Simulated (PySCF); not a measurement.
# The bond of SrSi−, level by level

What are the lowest state that PBE0 finds, the bond length, vibrational wavenumber and bond energy of SrSi−, and how much do these hang on the method?

Method: Sr def2-SVPD with ECP28, Si def2-SVPD, scalar-relativistic core potentials; program: PySCF 2.14.0.

1 further run of the same task is left out (set aside as unsound or not needed).

### Step 1. Set-up

A driver script around PySCF takes these settings:

```yaml
atoms: Sr, Si
charge: -1
basis: Sr def2-SVPD with ECP28, Si def2-SVPD
Hamiltonian: scalar-relativistic core potentials
basis_functions: 50
electrons_treated: 25
masses_in_u: 87.9056, 27.9769
levels: PBE0, PBE, r²SCAN, M06, LDA, BLYP, CAM-B3LYP, HF, MP2, SCS-MP2, CCSD, CCSD(T)
grid: 80 radial by 434 angular points
occupations: held fixed by the projection of orbital angular momentum
dissociation_limit: Sr + Si−, each in its ground configuration
starting_distance_in_angstrom: 2.925
values_of_2S_to_try: 1, 3
```

Started as:

```
> OMP_NUM_THREADS=1 python dia.py task.json out
```

After this run come: PBE0 along the bond; Higher solutions at PBE0; PBE (GGA); r²SCAN; M06 (hybrid meta-GGA); LDA; BLYP; CAM-B3LYP (range-separated hybrid); UHF (mean field); Correlated methods on the Hartree–Fock reference.

**Question.** What will these runs give? Wanted: for each run, Re; ωe; De; μ.

As calculated:

Lowest PBE0 solution found, without spin–orbit coupling: ⁴Σ⁻ (quartet), unpaired electrons σ ↑, π ↑↑. State 2 has its PBE0 minimum 0.30 eV higher, as a spin-mixed determinant (⟨S²⟩ = 1.79), so this is no gap between pure states. State 3 has its PBE0 minimum 0.39 eV higher, as a spin-mixed determinant (⟨S²⟩ = 1.78), so this is no gap between pure states. The other levels ran on the lowest alone.

```csv
level,Re (Å),ωe (cm⁻¹),De (eV),μ (D)
UHF,3.301,152.3,1.33,-0.45
UHF-CCSD,3.171,175.4,1.61,n/a
UHF-CCSD(T),3.159,177.7,1.66,n/a
LDA,3.009,202.2,2.14,-2.60
PBE,3.082,185.0,1.88,-2.16
BLYP,3.118,176.9,1.76,-2.62
r²SCAN,3.102,183.1,1.81,-1.55
PBE0,3.108,180.3,1.75,-1.59
M06,3.067,191.3,1.83,-2.58
CAM-B3LYP,3.143,172.7,1.58,-1.80
```

De is counted to Sr + Si− in their ground configurations. A positive dipole points from Sr to Si; in an ion it is taken about the centre of mass and does not tell which atom is negative. No constants: UHF-MP2 (the points don't follow one smooth fit); UHF-SCS-MP2 (the points don't follow one smooth fit).

Differences from CCSD(T) in the same basis:

```csv
level,Re (mÅ),ωe (%)
UHF,+142,-14.3
UHF-CCSD,+12,-1.3
LDA,-150,+13.8
PBE,-77,+4.1
BLYP,-41,-0.4
r²SCAN,-57,+3.0
PBE0,-51,+1.4
M06,-92,+7.6
CAM-B3LYP,-16,-2.9
```

**Reading.** Judged by CCSD(T) in the same basis: best bond length UHF-CCSD (+12 mÅ), worst LDA (-150 mÅ); best wavenumber BLYP (-0.4 %), worst UHF (-14.3 %). CCSD(T) in a basis this small is itself some way from its limit, more so than the functionals. Of the levels with a De here, UHF gives the least (1.33 eV) and LDA the most (2.14 eV).

Correlated steps freeze 5 core orbitals. With some functionals the highest level of the anion is positive, from self-interaction error or because the anion is truly unbound there; the finite basis then holds the extra electron, and no neutral molecule was run to test the binding. Spin–orbit coupling is left out.
